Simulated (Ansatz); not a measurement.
# C₃H₈Si: basis-set convergence

An exercise on one series of results from a longer session: the logs are not shown, and one member is left open.

Program: Ansatz 0.2.0, Gaussian basis. Level of theory: one geometry, several basis sets. These are calculated values, not measurements.

Plan: PBE0-D4/def2-SVP; ωB97M-V/def2-SVP; PBE0-D4/def2-QZVPP; ωB97M-V/def2-QZVPP; the functionals' def2-TZVPP values are taken from earlier runs.

## The relaxed structure

All runs share one geometry, relaxed beforehand with PBE0-D4 in a triple-zeta def2 set.

SMILES `C=CC[SiH3]`, 12 atoms, charge 0, spin multiplicity 1.

Atoms are counted from 1 here; the program's logs count them from 0.

Bond lengths: C1–C2 1.327 Å, C1–H5 1.086 Å, C1–H6 1.083 Å, C2–C3 1.489 Å, C2–H7 1.089 Å, C3–Si4 1.887 Å, C3–H8 1.096 Å, C3–H9 1.094 Å, Si4–H10 1.486 Å, Si4–H11 1.489 Å, Si4–H12 1.488 Å. Angles: C2–C1–H5 121.5°, C2–C1–H6 121.4°, H5–C1–H6 117.1°, C1–C2–C3 125.5°, C1–C2–H7 118.7°, C3–C2–H7 115.9°, C2–C3–Si4 111.3°, C2–C3–H8 110.9°, C2–C3–H9 111.0°, Si4–C3–H8 107.6°, Si4–C3–H9 108.3°, H8–C3–H9 107.5°, C3–Si4–H10 110.0°, C3–Si4–H11 110.4°, C3–Si4–H12 110.0°, H10–Si4–H11 109.0°, H10–Si4–H12 108.7°, H11–Si4–H12 108.6°.

The first run:

in.yaml

```yaml
crystal:
  periodic: [false, false, false]
  atoms:
    - {symbol: C, position_ang: [-1.368634, 1.322854, 0.738395]}
    - {symbol: C, position_ang: [-0.971674, 0.465085, -0.193170]}
    - {symbol: C, position_ang: [-0.226015, -0.799228, 0.058019]}
    - {symbol: Si, position_ang: [1.584823, -0.638719, -0.446293]}
    - {symbol: H, position_ang: [-1.193895, 1.136513, 1.793724]}
    - {symbol: H, position_ang: [-1.882645, 2.240293, 0.478391]}
    - {symbol: H, position_ang: [-1.168193, 0.700894, -1.237648]}
    - {symbol: H, position_ang: [-0.657190, -1.627932, -0.514279]}
    - {symbol: H, position_ang: [-0.265431, -1.075111, 1.116113]}
    - {symbol: H, position_ang: [2.264951, 0.364371, 0.413726]}
    - {symbol: H, position_ang: [2.280701, -1.947661, -0.309227]}
    - {symbol: H, position_ang: [1.680200, -0.196558, -1.863752]}
basis:
  gaussian: {orbitals: def2-SVP}
hamiltonian: {xc: pbe0, dispersion: d4}
output: {orbitals: {seedname: orbitals}}
```

Launch:

```bash
$ ansatz run in.yaml --threads 4 --pin off --events-out ev --progress --plain --max-ram 10444MiB
```

Among the steps run: PBE0-D4 in def2-SVP; ωB97M-V in def2-SVP; PBE0-D4 in def2-QZVPP; ωB97M-V in def2-QZVPP.

One table of the session follows, with a row left open; its other results are not shown here.

It belongs to the step «Density functionals: the series». 

| functional | basis | HOMO (eV) | LUMO (eV) |
| --- | --- | --- | --- |
| PBE0-D4 | def2-SVP | ? | ? |
| PBE0-D4 | def2-TZVPP | -7.20 | 0.11 |
| PBE0-D4 | def2-QZVPP | -7.21 | 0.03 |
| ωB97M-V | def2-SVP | -9.36 | 2.50 |
| ωB97M-V | def2-TZVPP | -9.41 | 2.10 |
| ωB97M-V | def2-QZVPP | -9.41 | 1.70 |

Q: Estimate the row for PBE0-D4, def2-SVP from the others.

**Answer.** HOMO (eV): -7.16; LUMO (eV): 0.34. In the column «HOMO (eV)» it is the highest.
